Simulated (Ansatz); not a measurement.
# CH2FGeO+ (SMILES O=[CH][GeH+][F]): single points off equilibrium

How do the functionals fare away from a minimum? The structure is a structure displaced at random from a GFN2-xTB minimum.

Program: Ansatz 0.2.0, Gaussian basis. Level of theory: single points in def2-TZVPP. These are calculated values, not measurements.

Cores are frozen in the correlated methods. Filled d shells of the heavier atoms are correlated.

### Step 1. The starting structure

SMILES `O=[CH][GeH+][F]`, 6 atoms, charge 1, spin multiplicity 1.

Atoms are counted from 1 here; the program's logs count them from 0.

Bond lengths: O1–C2 1.167 Å, C2–H5 1.213 Å, Ge3–F4 1.615 Å, Ge3–H6 1.623 Å. Angles: O1–C2–H5 145.2°, F4–Ge3–H6 112.0°.

Coordinates:

```xyz
6
CH2FGeO
O     0.00580   -0.76030   -1.77240
C     0.88660   -0.53760   -1.04040
Ge   -0.36940    0.47000    0.84880
F    -1.85700    0.27970    0.24890
H     2.05530   -0.74920   -0.79580
H    -0.39170    1.11970    2.33540
```

### Step 2. CCSD(T)/def2-TZVPP

The input, run/in.yaml:

```yaml
crystal:
  periodic: [false, false, false]
  atoms:
    - {symbol: O, position_ang: [0.005800, -0.760300, -1.772400]}
    - {symbol: C, position_ang: [0.886600, -0.537600, -1.040400]}
    - {symbol: Ge, position_ang: [-0.369400, 0.470000, 0.848800]}
    - {symbol: F, position_ang: [-1.857000, 0.279700, 0.248900]}
    - {symbol: H, position_ang: [2.055300, -0.749200, -0.795800]}
    - {symbol: H, position_ang: [-0.391700, 1.119700, 2.335400]}
basis:
  gaussian: {orbitals: def2-TZVPP}
total_charge: 1
correlation: {method: ccsd_t}
output: {forces: true}
```

No record of the launch command was kept for these runs.

### Step 3. PBE0-D4/def2-TZVPP

Changes to run/in.yaml since step 2:

```diff
@@ -12,3 +12,3 @@
 total_charge: 1
-correlation: {method: ccsd_t}
-output: {forces: true}
+hamiltonian: {xc: pbe0, dispersion: d4}
+output: {forces: true, orbitals: {seedname: orbitals}}
```

### Step 4. wB97M-V/def2-TZVPP

Changes to run/in.yaml since step 3:

```diff
@@ -12,3 +12,3 @@
 total_charge: 1
-hamiltonian: {xc: pbe0, dispersion: d4}
-output: {forces: true, orbitals: {seedname: orbitals}}
+hamiltonian: {xc: {name: wB97M-V}}
+output: {forces: true}
```

### Step 5. r2SCAN-D4/def2-TZVPP

Changes to run/in.yaml since step 4:

```diff
@@ -12,3 +12,3 @@
 total_charge: 1
-hamiltonian: {xc: {name: wB97M-V}}
+hamiltonian: {xc: r2scan, dispersion: d4}
 output: {forces: true}
```

### Step 6. PBE-D4/def2-TZVPP

Changes to run/in.yaml since step 5:

```diff
@@ -12,3 +12,3 @@
 total_charge: 1
-hamiltonian: {xc: r2scan, dispersion: d4}
+hamiltonian: {xc: pbe, dispersion: d4}
 output: {forces: true}
```

### Step 7. BHLYP-D4/def2-TZVPP

Changes to run/in.yaml since step 6:

```diff
@@ -12,3 +12,3 @@
 total_charge: 1
-hamiltonian: {xc: pbe, dispersion: d4}
+hamiltonian: {xc: {name: BHLYP}, dispersion: d4}
 output: {forces: true}
```

### Step 8. BLYP-D4/def2-TZVPP

Changes to run/in.yaml since step 7:

```diff
@@ -12,3 +12,3 @@
 total_charge: 1
-hamiltonian: {xc: {name: BHLYP}, dispersion: d4}
+hamiltonian: {xc: {name: BLYP}, dispersion: d4}
 output: {forces: true}
```

(Steps that only read results are left out.)

**Question.** What will these runs give? Wanted: energy less free atoms, CCSD(T)/def2-TZVPP; RMS force component; RMS force error; HOMO and LUMO, PBE0-D4; T1 diagnostic.

The runs gave:

| quantity | value |
| --- | --- |
| energy less free atoms, CCSD(T)/def2-TZVPP | -285.9 kcal/mol |
| RMS force component | 1.557 to 1.805 eV/Å over the methods |
| RMS force error | PBE0-D4 0.428, wB97M-V 0.485, r2SCAN-D4 0.223, PBE-D4 0.293, BHLYP-D4 0.900, BLYP-D4 0.396 eV/Å |
| HOMO and LUMO, PBE0-D4 | -13.32 and -8.75 eV |
| T1 diagnostic | 0.018 |

**Reading.** Against CCSD(T) the functionals' energies less atoms differ by -40.6 to +20.3 kcal/mol, PBE-D4 by -40.6 kcal/mol. The reference is not at the basis limit: in triple zeta CCSD(T) underbinds, which counts against methods that bind more; the gaps are no ranking. The forces of r2SCAN-D4 come nearest to CCSD(T), those of BHLYP-D4 are farthest. Frozen-core CCSD(T) forces in triple zeta carry basis errors of their own, and this is one geometry, so small gaps rank nothing.
